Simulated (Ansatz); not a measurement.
BrH5SSi2, SMILES [SiH3][SiH](S)Br, a rigid scan of one bond length

Computed with Ansatz's Python interface.

Notebook, run cell by cell (the value of a cell's last expression is shown):

In [1]:
```python
import ansatz as az
import numpy as np
```

In [2]:
```python
mol = (
    az.Crystal.molecule()
    .atom('Si', [-0.5053, 1.1935, -0.8056])
    .atom('Si', [0.3358, -0.6858, 0.077])
    .atom('S', [0.7145, -0.4783, 2.1638])
    .atom('Br', [-0.9775, -2.3817, -0.1697])
    .atom('H', [-0.8159, 1.0614, -2.2908])
    .atom('H', [-1.8395, 1.6176, -0.1614])
    .atom('H', [0.4101, 2.388, -0.6618])
    .atom('H', [1.6594, -1.0225, -0.594])
    .atom('H', [1.1068, -1.7385, 2.4254])
)

symbols = [site.symbol for site in mol.cartesian_sites]
start = np.array([site.position_ang for site in mol.cartesian_sites])
axis = (start[0] - start[1]) / np.linalg.norm(start[0] - start[1])
moving = [0, 4, 5, 6]
lengths, energies = [1.971, 2.061, 2.151, 2.24, 2.33, 2.419, 2.509, 2.643], []
for length in lengths:
    xyz = start.copy()
    xyz[moving] += (length - np.linalg.norm(start[0] - start[1])) * axis
    point = az.Crystal.molecule()
    for symbol, xyz in zip(symbols, xyz):
        point = point.atom(symbol, xyz.tolist())
    base = point.calculation().basis(gaussian='def2-SVP').functional('PBE')
    r = base.run(threads=1).report
    energies.append(r['free_energy_ev'])
    print(f'r = {length:6.3f} A  E = {energies[-1]:.5f} eV  <S^2> = {abs(r["mean_field"]["state"]["spin_squared"]):.3f}')

# quartic fit about the minimum
fit = np.polynomial.Polynomial.fit(lengths, np.array(energies) - min(energies), 4).convert()
roots = [r.real for r in fit.deriv().roots() if abs(r.imag) < 1e-9 and fit.deriv(2)(r.real) > 0]
r_e = min(roots, key=lambda r: abs(r - lengths[int(np.argmin(energies))]))
print(f'minimum of the fit at {r_e:.4f} A, force constant {fit.deriv(2)(r_e):.2f} eV/A^2')
```
```text
r =  1.971 A  E = -96678.42518 eV  <S^2> = 0.000
r =  2.061 A  E = -96679.00025 eV  <S^2> = 0.000
r =  2.151 A  E = -96679.35003 eV  <S^2> = 0.000
r =  2.240 A  E = -96679.53313 eV  <S^2> = 0.000
r =  2.330 A  E = -96679.59783 eV  <S^2> = 0.000
r =  2.419 A  E = -96679.57516 eV  <S^2> = 0.000
r =  2.509 A  E = -96679.48952 eV  <S^2> = 0.000
r =  2.643 A  E = -96679.28495 eV  <S^2> = 0.000
minimum of the fit at 2.3460 A, force constant 9.98 eV/A^2
```

What to keep in mind:
- Total energies depend on the basis set; only differences at equal settings carry meaning.
- The rest of the molecule is held rigid at a force-field or estimated start geometry, and the basis set is modest; single-reference methods fail as a bond breaks.
- The orbitals are restricted, so S² is zero by construction.
- Wall time of the script: 48 s on 1 thread of AMD EPYC 7R43 64-Core Processor (Zen 3), on a shared host, peak memory 0.23 GiB.

(Lines on the test bed's own set-up are left out of the output.)
